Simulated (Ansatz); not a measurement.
# SrTiO3 (cubic perovskite): the cost of one run

Program: Ansatz 0.2.0. Level of theory: DFT HSE06, scalar-relativistic, plane waves, PAW. These are calculated values, not measurements.

## 1. The system as given

The structure is cubic, space group Pm-3m (No. 221). Conventional cell: a = 3.956 Å, b = 3.956 Å, c = 3.956 Å, α = 90.00°, β = 90.00°, γ = 90.00°. Sr (site symmetry m-3m) is surrounded by 12 O at 2.80 Å. Ti (site symmetry m-3m) has 6 O at 1.98 Å as nearest neighbours. O (site symmetry 4/mmm) is surrounded by 2 Ti at 1.98 Å and 4 Sr at 2.80 Å.

As a file:

```cif
data_structure
_symmetry_space_group_name_H-M 'Pm-3m'
_symmetry_Int_Tables_number 221
_cell_length_a 3.9564
_cell_length_b 3.9564
_cell_length_c 3.9564
_cell_angle_alpha 90.000
_cell_angle_beta 90.000
_cell_angle_gamma 90.000
_cell_volume 61.93
loop_
_atom_site_label
_atom_site_type_symbol
_atom_site_symmetry_multiplicity
_atom_site_Wyckoff_symbol
_atom_site_fract_x
_atom_site_fract_y
_atom_site_fract_z
_atom_site_occupancy
Sr1 Sr 1 b 0.50000 0.50000 0.50000 1
Ti1 Ti 1 a 0.00000 0.00000 0.00000 1
O1 O 3 d 0.50000 0.00000 0.00000 1
```

## 2. Volume × 1.04

Input file input.yaml:

```yaml
crystal:
  lattice:
    - [3.9563874719, 0.0, 0.0]
    - [0.0, 3.9563874719, 0.0]
    - [0.0, 0.0, 3.9563874719]
  atoms:
    - { symbol: Sr, position: [0.5, 0.5, 0.5] }
    - { symbol: Ti, position: [0.0, 0.0, 0.0] }
    - { symbol: O, position: [0.5, 0.0, 0.0] }
    - { symbol: O, position: [0.0, 0.5, 0.0] }
    - { symbol: O, position: [0.0, 0.0, 0.5] }
scf:
  occupations: { method: fixed }
output:
  forces: true
  stress: true
  eigenvalues: true
  write_density: true
  write_potential: true
  elf: true
  volumetric_format: npy
hamiltonian:
  xc: hse06
basis:
  ecutwfc: 560
kpoints:
  mp_grid: { grid: [4, 4, 4] }
```

On the command line:

```
$ ansatz run input.yaml --threads 1 --pin off --max-ram 2867MiB --backend cpu --events-out ev --progress --plain --runs-dir out
```

Q: Estimate wall time and peak memory on 1 thread of Intel Xeon at 2.30GHz, shared host.

About 49 s, with a peak of 1.5 GiB.
